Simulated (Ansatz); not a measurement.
# In2O: the cost of one run

Method: DFT PBEsol, scalar-relativistic, plane waves, PAW, in Ansatz 0.2.0.

5 further runs of the same task are left out: 5 set aside as unsound or not needed.

**1. The system as given**

It takes space group P-3m1 (No. 164, trigonal). Conventional cell: a = 3.354 Å, b = 3.354 Å, c = 12.453 Å, α = 90.00°, β = 90.00°, γ = 120.00°. In (site symmetry 3m) has 3 O at 2.17 Å in its first shell of neighbours. In (site symmetry 3m) has 1 O at 2.36 Å in its first shell of neighbours. Around O (site symmetry 3m) lie 4 In at 2.17 to 2.36 Å.

As a file:

```cif
data_structure
_symmetry_space_group_name_H-M 'P-3m1'
_symmetry_Int_Tables_number 164
_cell_length_a 3.3540
_cell_length_b 3.3540
_cell_length_c 12.4534
_cell_angle_alpha 90.000
_cell_angle_beta 90.000
_cell_angle_gamma 120.000
_cell_volume 121.33
loop_
_atom_site_label
_atom_site_type_symbol
_atom_site_symmetry_multiplicity
_atom_site_Wyckoff_symbol
_atom_site_fract_x
_atom_site_fract_y
_atom_site_fract_z
_atom_site_occupancy
In1 In 2 c 0.00000 0.00000 0.38287 1
In2 In 2 d 0.66667 0.33333 0.11404 1
O1 O 2 d 0.66667 0.33333 0.30371 1
```

The cell was made up by rule, so the compound may not exist in this form.

It is the result of an earlier relaxation at this level (volume 20.22 Å³/atom; gap on the mesh: none (metal)).

The cell was built by a swap of B by In in B2O; it need not be the stable form of this composition.

**2. Electric field gradients at the nuclei**

File input.yaml:

```yaml
crystal:
  lattice:
    - [3.3540246232, 0.0, 0.0]
    - [-1.6770123116, 2.9046705286, 0.0]
    - [0.0, 0.0, 12.4534041415]
  atoms:
    - { symbol: In, position: [0.0, 0.0, 0.3828675002] }
    - { symbol: In, position: [0.0, 0.0, 0.6171324998] }
    - { symbol: In, position: [0.6666666667, 0.3333333333, 0.1140417668] }
    - { symbol: In, position: [0.3333333333, 0.6666666667, 0.8859582332] }
    - { symbol: O, position: [0.6666666667, 0.3333333333, 0.3037107359] }
    - { symbol: O, position: [0.3333333333, 0.6666666667, 0.6962892641] }
basis:
  ecutwfc: 420
kpoints:
  mp_grid: { grid: [12, 12, 4] }
hamiltonian:
  xc: pbesol
scf:
  occupations: { method: fermi_dirac, width: 0.15 }
output:
  forces: true
  stress: true
  eigenvalues: true
  efg: {}
checkpoint:
  read: start.run
  write: ck
  compress: false
  write_wavefunctions: false
  write_every: 100000
```

The run is started by

```bash
ansatz run input.yaml --threads 2 --pin off --max-ram 6144MiB --backend cpu --events-out ev --progress --plain --runs-dir out
```

Q: Estimate wall time and peak memory on 2 threads of AMD EPYC (Zen 3), shared host.

About 24 s, with a peak of 0.57 GiB.
